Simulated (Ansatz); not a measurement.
# C₆H₁₂S: how energies converge with the basis set

One table from this session's results is given with a row withheld; the runs are named, their logs left out.

Method: one geometry, several basis sets; program: Ansatz 0.2.0, Gaussian basis.

The runs, in order: PBE0-D4/def2-SVP; ωB97M-V/def2-SVP; PBE0-D4/def2-QZVPP; ωB97M-V/def2-QZVPP; the functionals' def2-TZVPP values are taken from earlier runs.

## The geometry

The geometry comes from an earlier relaxation with PBE0-D4 in a triple-zeta def2 set; it is a stationary point, not always the lowest conformer.

SMILES `CSC1CCCC1`, 19 atoms, charge 0, spin multiplicity 1.

Atoms are counted from 1 here; the program's logs count them from 0.

Bond lengths: C1–S2 1.797 Å, C1–H8 1.090 Å, C1–H9 1.092 Å, C1–H10 1.091 Å, S2–C3 1.801 Å, C3–C4 1.532 Å, C3–C7 1.524 Å, C3–H11 1.097 Å, C4–C5 1.543 Å, C4–H12 1.091 Å, C4–H13 1.094 Å, C5–C6 1.537 Å, C5–H14 1.092 Å, C5–H15 1.092 Å, C6–C7 1.524 Å, C6–H16 1.092 Å, C6–H17 1.094 Å, C7–H18 1.095 Å and more. Angles: S2–C1–H8 107.0°, S2–C1–H9 111.0°, S2–C1–H10 111.8°, H8–C1–H9 108.6°, H8–C1–H10 108.6°, H9–C1–H10 109.8°, C1–S2–C3 100.6°, S2–C3–C4 110.1°, S2–C3–C7 116.6°, S2–C3–H11 107.7°, C4–C3–C7 103.7°, C4–C3–H11 109.5°, C7–C3–H11 109.0°, C3–C4–C5 105.5°, C3–C4–H12 111.5°, C3–C4–H13 109.3°, C5–C4–H12 113.2°, C5–C4–H13 110.4° and more.

Set-up of the first run:

in.yaml reads:

```yaml
crystal:
  periodic: [false, false, false]
  atoms:
    - {symbol: C, position_ang: [1.284219, -2.263084, -1.545326]}
    - {symbol: S, position_ang: [1.244641, -0.474828, -1.714767]}
    - {symbol: C, position_ang: [0.528899, -0.007248, -0.129799]}
    - {symbol: C, position_ang: [0.509830, 1.518590, 0.011154]}
    - {symbol: C, position_ang: [-0.650444, 1.828936, 0.980487]}
    - {symbol: C, position_ang: [-1.320259, 0.478216, 1.280757]}
    - {symbol: C, position_ang: [-0.921132, -0.411007, 0.108707]}
    - {symbol: H, position_ang: [1.772914, -2.656561, -2.437240]}
    - {symbol: H, position_ang: [1.865804, -2.560810, -0.670297]}
    - {symbol: H, position_ang: [0.280712, -2.685973, -1.482349]}
    - {symbol: H, position_ang: [1.155063, -0.440200, 0.659423]}
    - {symbol: H, position_ang: [1.471455, 1.900907, 0.355868]}
    - {symbol: H, position_ang: [0.320737, 1.969385, -0.967556]}
    - {symbol: H, position_ang: [-0.301449, 2.315868, 1.892928]}
    - {symbol: H, position_ang: [-1.360973, 2.513714, 0.512534]}
    - {symbol: H, position_ang: [-2.401855, 0.559951, 1.404997]}
    - {symbol: H, position_ang: [-0.922299, 0.057801, 2.209604]}
    - {symbol: H, position_ang: [-1.510261, -0.167317, -0.781787]}
    - {symbol: H, position_ang: [-1.045613, -1.476342, 0.312663]}
basis:
  gaussian: {orbitals: def2-SVP}
hamiltonian: {xc: pbe0, dispersion: d4}
output: {orbitals: {seedname: orbitals}}
```

On the command line:

```
$ ansatz run in.yaml --threads 2 --pin off --events-out ev --progress --plain --max-ram 32768MiB --backend cpu
```

Steps of the session up to this table: PBE0-D4 in def2-SVP; ωB97M-V in def2-SVP; PBE0-D4 in def2-QZVPP; ωB97M-V in def2-QZVPP.

One table of the session follows, with a row left open; its other results are not shown here.

It belongs to the step «Density functionals: the series». 

| functional | basis | HOMO (eV) | LUMO (eV) |
| --- | --- | --- | --- |
| PBE0-D4 | def2-SVP | -6.04 | 1.40 |
| PBE0-D4 | def2-TZVPP | -6.15 | 0.91 |
| PBE0-D4 | def2-QZVPP | -6.18 | 0.61 |
| ωB97M-V | def2-SVP | -8.27 | 3.18 |
| ωB97M-V | def2-TZVPP | ? | ? |
| ωB97M-V | def2-QZVPP | -8.42 | 1.79 |

Estimate the missing values for ωB97M-V, def2-TZVPP.

The run gave: HOMO (eV): -8.39; LUMO (eV): 2.45. In the column «HOMO (eV)» it lies between ωB97M-V, def2-QZVPP (-8.42) and ωB97M-V, def2-SVP (-8.27).
